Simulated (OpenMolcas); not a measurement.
# Ti²⁺ among point charges: CASSCF and CASPT2 levels and susceptibility

Aim: the splitting of the states of Ti²⁺ in the field of 6 point charges, its lowest levels with spin-orbit coupling and its magnetic susceptibility.

Method: state-averaged CASSCF and CASPT2, spin-orbit coupling by RASSI with atomic mean-field integrals. Code: OpenMolcas 26.06.

### 1 Starting point

```
Species                           : Ti²⁺ (titanium, Z = 22, 20 electrons)
Basis                             : ANO-RCC-VDZP [5s4p2d1f], 34 functions
Scalar Hamiltonian                : DKH2, point nucleus
Inactive shells                   : 1s 2s 2p 3s 3p
Active space                      : 2 electrons in 5 orbitals (3d)
Some configurations of this space : 3d2
Orbitals                          : optimised for each spin and parity, averaged over all roots
```

The outer shells:

3d2
```
3d [↑ ][↑ ][  ][  ][  ]
```

The ion sits among 6 point charges of -1 e arranged as an octahedron (Oh), 1.6 Å from the ion.

Each step is its own input file, run in one work folder so that later steps find the files of earlier ones. Labels, J, g values, rates, χT and fits are worked out afterwards by a script from the matrices that RASSI stores. The input lists half of the charges; inversion (Group=XYZ) makes the rest.

### 2 GATEWAY and SEWARD: basis and integrals

File a.inp:

```
&GATEWAY
Coord
1

Ti 0.0 0.0 0.0
Basis=ANO-RCC-VDZP
Group=XYZ
NoMove
AngMom=0.0 0.0 0.0
AMFI
XField
3 Angstrom 0
1.600000 0.000000 0.000000 -1.000000
0.000000 1.600000 0.000000 -1.000000
0.000000 0.000000 1.600000 -1.000000
&SEWARD
```

Command:

```console
$ OMP_NUM_THREADS=1 MOLCAS_MEM=1689 MOLCAS_PROJECT=a pymolcas a.inp > a.log
```

What it wrote:

```text
Basis set label: TI.ANO-RCC...5S4P2D1F.

      Electronic valence basis set:
      ------------------
      Associated Effective Charge  22.000000 au
      Associated Actual Charge     22.000000 au
      Nuclear Model: Point charge

      Shell  nPrim  nBasis  Cartesian Spherical Contaminant
         s      21       5        X
         p      15       4        X
         d      10       2                 X
         f       6       1                 X
                  Relativistic Douglas-Kroll-Hess integrals:
                    - DKH order of Hamiltonian: 2
                    - DKH order of Properties : 0
                  Atomic mean-field integrals
```

### 3 Reference wave functions, triplets of even parity, 10 roots

File a.inp:

```
&RASSCF
FileOrb=start.orb
Symmetry=1
Spin=3
nActEl=2 0 0
Inactive=3 6
Ras2=5 0
CIRoot=10 10 1
SDav=10
CIMx=300
Iter=120 100
PrWF=0.3
OrbListing=Nothing
MaxOrb=0
>>> COPY $Project.JobIph JOB001
```

start.orb holds the contracted functions of the basis, ordered by shell, or the orbitals of the step before.

What it wrote, shortened:

```text
[...]
      Number of active orbitals                  5
[...]
      Spin quantum number                      1.0
[...]
      Active orbitals                            5   0
[...]
      Number of CSFs                            10
      Number of root(s) required                10
[...]
      Convergence after 10 iterations
[...]
      Natural orbitals and occupation numbers for root  1
      sym 1:   0.035103   0.964897  -0.000000   0.964897   0.035103
      Natural orbitals and occupation numbers for root  2
      sym 1:   0.019860   0.019860   0.980140   0.980140  -0.000000
      Natural orbitals and occupation numbers for root  3
      sym 1:   0.980140   0.980140   0.019860   0.019860   0.000000
::    RASSCF root number  1 Total energy:   -856.11881054
::    RASSCF root number  2 Total energy:   -856.11881054
::    RASSCF root number  3 Total energy:   -856.11881054
[...]
::    RASSCF root number  7 Total energy:   -856.00724565
::    RASSCF root number  8 Total energy:   -856.00724565
::    RASSCF root number  9 Total energy:   -856.00724565
::    RASSCF root number 10 Total energy:   -855.97536058
```

### 4 Reference wave functions, singlets of even parity, 15 roots

File a.inp:

```
&RASSCF
FileOrb=start.orb
Symmetry=1
Spin=1
nActEl=2 0 0
Inactive=3 6
Ras2=5 0
CIRoot=15 15 1
SDav=15
CIMx=300
Iter=120 100
PrWF=0.3
OrbListing=Nothing
MaxOrb=0
>>> COPY $Project.JobIph JOB002
```

What it wrote, shortened:

```text
[...]
      Number of active orbitals                  5
[...]
      Spin quantum number                      0.0
[...]
      Active orbitals                            5   0
[...]
      Number of CSFs                            15
      Number of root(s) required                15
[...]
      Convergence after  8 iterations
[...]
      Natural orbitals and occupation numbers for root  1
      sym 1:   0.940004   1.022049   0.000001   0.024753   0.013193
      Natural orbitals and occupation numbers for root  2
      sym 1:   0.983644   0.017862   0.000000   0.980145   0.018349
      Natural orbitals and occupation numbers for root  3
      sym 1:   0.023786   0.977715   0.024358   0.974140   0.000000
::    RASSCF root number  1 Total energy:   -856.07303287
::    RASSCF root number  2 Total energy:   -856.07303287
::    RASSCF root number  3 Total energy:   -856.07303287
[...]
::    RASSCF root number 12 Total energy:   -855.98565491
::    RASSCF root number 13 Total energy:   -855.91356072
::    RASSCF root number 14 Total energy:   -855.91356072
::    RASSCF root number 15 Total energy:   -855.84017286
```

### 5 RASSI: spin-orbit coupling between the states

File a.inp:

```
&RASSI
NrOfJobIphs=2 10 15
1 2 3 4 5 6 7 8 9 10
1 2 3 4 5 6 7 8 9 10 11 12 13 14 15
IphNames
JOB001
JOB002
EJob
SpinOrbit
DIPRint=1.0
SOCoupling=1000.0
Subsets=2
Property=9
'ANGMOM' 1 'ANGMOM' 2 'ANGMOM' 3 'MLTPL  1' 1 'MLTPL  1' 2 'MLTPL  1' 3
'AMFI' 1 'AMFI' 2 'AMFI' 3
SOProperty=3
'ANGMOM' 1 'ANGMOM' 2 'ANGMOM' 3
```

What it wrote, shortened:

```text
SPIN-FREE ENERGIES:
  (Shifted by EMIN (a.u.) =       -856.1188105436)
 SF State       Relative EMIN(au)   Rel lowest level(eV)    D:o, cm**(-1)      L_eff
     1             0.0000000000        0.0000000000              0.0000         2.9
     2             0.0000000000        0.0000000000              0.0000         2.9
     3             0.0000000000        0.0000000000              0.0000         2.9
    11             0.0457776694        1.2456738431          10047.0371         2.9
    12             0.0457776694        1.2456738431          10047.0371         2.9
    13             0.0457776694        1.2456738431          10047.0371         2.9
    14             0.0466669799        1.2698732150          10242.2182         3.1
    15             0.0466669799        1.2698732150          10242.2182         3.1
     4             0.0643179982        1.7501818929          14116.1690         3.0
     5             0.0643179982        1.7501818929          14116.1690         3.0
[...]
Eigenvalues of complex Hamiltonian:
   -----------------------------------
  (Shifted by EMIN (a.u.) =       -856.1188105436)
 SO State       Relative EMIN(au)   Rel lowest level(eV)    D:o, cm**(-1)     J-value
     1            -0.0003122958        0.0000000000              0.0000         2.1
     2            -0.0003122958        0.0000000000              0.0000         2.2
     3            -0.0003057738        0.0001774719              1.4314         2.1
     4            -0.0003057738        0.0001774719              1.4314         2.2
     5            -0.0003057738        0.0001774719              1.4314         2.2
     6             0.0002932302        0.0164772006            132.8976         2.1
     7             0.0002932302        0.0164772006            132.8976         3.0
     8             0.0002932302        0.0164772006            132.8976         3.0
     9             0.0005922855        0.0246149115            198.5327         3.0
    10             0.0457558261        1.2535774574          10110.7841         2.3
    11             0.0457558261        1.2535774574          10110.7841         2.3
[...]
```

These steps: 5.3 s of run time, 1 thread of Arm Neoverse V1, shared host.

Spin-free states, with their symmetry labels:

| state | degeneracy | E (cm-1) | free-ion L (%) |
| --- | --- | --- | --- |
| 3T1 | 3 | 0 | F (92) |
| 1T2 | 3 | 10047 | D (58) |
| 1E | 2 | 10242 | G (50) |
| 3T2 | 3 | 14116 | F (100) |
| 1A1 | 1 | 21354 | G (68) |
| 3T1 | 3 | 24486 | P (92) |
| 1T2 | 3 | 26524 | G (58) |
| 1T1 | 3 | 29224 | G (100) |
| 3A2 | 1 | 31484 | F (100) |
| 1E | 2 | 45047 | D (50) |
| 1A1 | 1 | 61154 | S (68) |

With spin-orbit coupling:

```tsv
E (cm-1)	Degeneracy	Label	2S+1
0.0	2	E	3
1.4	3	T2	3
132.9	3	T1	3
198.5	1	A1	3
10111	3	T2	1
10310	2	E	1
14137	1	A2	3
14165	3	T2	3
14209	3	T1	3
14210	2	E	3
21418	1	A1	1
24474	1	A1	3
24513	3	T1	3
24594	3	T2	3
24597	2	E	3
26592	3	T2	1
29293	3	T1	1
31556	3	T2	3
45117	2	E	1
61224	1	A1	1
```

Powder χT (cm³ K/mol): 0.09 at 2 K, 0.12 at 5 K, 0.16 at 10 K, 0.23 at 20 K, 0.44 at 50 K, 0.73 at 100 K, 0.92 at 150 K, 1.03 at 200 K, 1.11 at 250 K, 1.17 at 300 K.

A ligand-field fit to the states below 45000 cm-1 gives 10Dq = 16332 cm-1, B = 755 cm-1 and C = 2665 cm-1 (C/B = 3.53), with a deviation of 287 cm-1.

Orbitals of the lowest block (energies include the constant potential of the surroundings):

| shell | space | energy (hartree) | mean occupation | ⟨r²⟩ (bohr²) |
| --- | --- | --- | --- | --- |
| 1s | inactive | -183.0902 | 2.000 | 0.00647 |
| 2s | inactive | -20.3420 | 2.000 | 0.123 |
| 2p | inactive | -16.5125 | 6.000 | 0.102 |
| 3s | inactive | -1.5680 | 2.000 | 1.16 |
| 3p | inactive | -0.4613 | 6.000 | 1.37 |
| 3d | RAS2 |  | 2.000 | 3.34 |

### 6 CASPT2: IPEA 0.25, imaginary shift 0.1 (closed shells correlated: 3s 3p)

File a.inp:

```
>>> COPY JOB001 $Project.JobIph
&CASPT2
Multistate=10 1 2 3 4 5 6 7 8 9 10
NoMult
Frozen=2 3
IPEA=0.25
Imaginary=0.1
MaxIter=60
WThr=0.0 0.3 0.05
PrWF=0.5
NoMix
>>> COPY JOB002 $Project.JobIph
&CASPT2
Multistate=15 1 2 3 4 5 6 7 8 9 10 11 12 13 14 15
NoMult
Frozen=2 3
IPEA=0.25
Imaginary=0.1
MaxIter=60
WThr=0.0 0.3 0.05
PrWF=0.5
NoMix
```

What it wrote, shortened:

```text
[...]
      Active orbitals                            5   0
[...]
      E2 (Variational):          -0.2416782936
      Total energy:            -856.3604888372
[...]
::    CASPT2 Root  1     Total energy:   -856.36048884
::    CASPT2 Root  2     Total energy:   -856.35985839
[...]
::    CASPT2 Root 12     Total energy:   -856.23222592
::    CASPT2 Root 13     Total energy:   -856.15727376
::    CASPT2 Root 14     Total energy:   -856.15722938
::    CASPT2 Root 15     Total energy:   -856.10001080
```

Time for this run: 2.1 s (1 thread of Arm Neoverse V1, shared host).

SS-CASPT2: lowest energy less the reference's lowest, -0.2413 hartree; reference weights 0.929 to 0.954.

Spin-free states, with their symmetry labels:

| state | degeneracy | E (cm-1) | free-ion L (%) |
| --- | --- | --- | --- |
| 3T1 | 3 | 0 | F (92) |
| 1T2 | 3 | 7938 | D (58) |
| 1E | 2 | 8463 | G (50) |
| 3T2 | 3 | 15079 | F (100) |
| 1A1 | 1 | 17169 | G (68) |
| 3T1 | 3 | 23606 | P (92) |
| 1T2 | 3 | 25275 | G (58) |
| 1T1 | 3 | 28067 | G (100) |
| 3A2 | 1 | 33340 | F (100) |
| 1E | 2 | 44513 | D (50) |
| 1A1 | 1 | 57075 | S (68) |

With spin-orbit coupling:

```json
{"E (cm-1)": "0", "Degeneracy": "2", "Label": "E", "2S+1": "3"}
{"E (cm-1)": "1", "Degeneracy": "3", "Label": "T2", "2S+1": "3"}
{"E (cm-1)": "130", "Degeneracy": "3", "Label": "T1", "2S+1": "3"}
{"E (cm-1)": "200", "Degeneracy": "1", "Label": "A1", "2S+1": "3"}
{"E (cm-1)": "8000", "Degeneracy": "3", "Label": "T2", "2S+1": "1"}
{"E (cm-1)": "8530", "Degeneracy": "2", "Label": "E", "2S+1": "1"}
{"E (cm-1)": "15100", "Degeneracy": "1", "Label": "A2", "2S+1": "3"}
{"E (cm-1)": "15130", "Degeneracy": "3", "Label": "T2", "2S+1": "3"}
{"E (cm-1)": "15170", "Degeneracy": "3", "Label": "T1", "2S+1": "3"}
{"E (cm-1)": "15170", "Degeneracy": "2", "Label": "E", "2S+1": "3"}
{"E (cm-1)": "17240", "Degeneracy": "1", "Label": "A1", "2S+1": "1"}
{"E (cm-1)": "23590", "Degeneracy": "1", "Label": "A1", "2S+1": "3"}
{"E (cm-1)": "23630", "Degeneracy": "3", "Label": "T1", "2S+1": "3"}
{"E (cm-1)": "23710", "Degeneracy": "3", "Label": "T2", "2S+1": "3"}
{"E (cm-1)": "23720", "Degeneracy": "2", "Label": "E", "2S+1": "3"}
{"E (cm-1)": "25350", "Degeneracy": "3", "Label": "T2", "2S+1": "1"}
{"E (cm-1)": "28140", "Degeneracy": "3", "Label": "T1", "2S+1": "1"}
{"E (cm-1)": "33410", "Degeneracy": "3", "Label": "T2", "2S+1": "3"}
{"E (cm-1)": "44580", "Degeneracy": "2", "Label": "E", "2S+1": "1"}
{"E (cm-1)": "57150", "Degeneracy": "1", "Label": "A1", "2S+1": "1"}
```

Powder χT (cm³ K/mol): 0.09 at 2 K, 0.12 at 5 K, 0.16 at 10 K, 0.23 at 20 K, 0.44 at 50 K, 0.73 at 100 K, 0.92 at 150 K, 1.03 at 200 K, 1.11 at 250 K, 1.17 at 300 K.

A ligand-field fit to the states below 45000 cm-1 gives 10Dq = 17862 cm-1, B = 607 cm-1 and C = 2341 cm-1 (C/B = 3.86), with a deviation of 602 cm-1.

### 7 The methods side by side

A. CASSCF
B. SS-CASPT2, IPEA 0.25, imaginary shift 0.1 (closed shells correlated: 3s 3p)

| method | ground state | first state of that spin (cm-1) | first gap with spin-orbit (cm-1) | χT at 300 K |
| --- | --- | --- | --- | --- |
| A | 3T1 | 3T2 14120 | 1.4 | 1.17 |
| B | 3T1 | 3T2 15080 | 1.4 | 1.17 |

### 8 Outcome

| quantity | value |
| --- | --- |
| method | SS-CASPT2, IPEA 0.25, imaginary shift 0.1 (closed shells correlated: 3s 3p) |
| spin-free ground state | 3T1, 3-fold in its orbital part |
| first state of the same spin within the active space | 3T2 at 15100 cm⁻¹ |
| lowest level | 2-fold E, g = 0.00, 0.00, 0.00 |
| next level | 1.4 cm⁻¹ |
| χT at 300 K | 1.17 cm³ K/mol |
| effective moment at 300 K | 3.05 μB |

Cost by method:

| method | time of its own steps | time with the reference |
| --- | --- | --- |
| A. CASSCF | 5.3 s | 5.3 s |
| B. SS-CASPT2, IPEA 0.25, imaginary shift 0.1, +3s 3p | 2.1 s | 7.3 s |

Times are of one thread on a shared host.

**Reading.** The spin-free ground state (3T1) comes to 92 % from free-ion F terms and keeps the highest spin of the shell. χT at 300 K is 1.17, against 1.00 cm³ K/mol for the spin alone, so orbital moment adds to it. A ligand-field fit to the states below 45000 cm-1 gives 10Dq = 17862 cm-1, B = 607 cm-1 and C = 2341 cm-1 (C/B = 3.86), with a deviation of 602 cm-1. CASPT2 does not keep the components of a term degenerate, and the means are used. The field of point charges can differ much from that of real complexes. Point charges carry no covalency, so the field is a model and not that of real ligands.
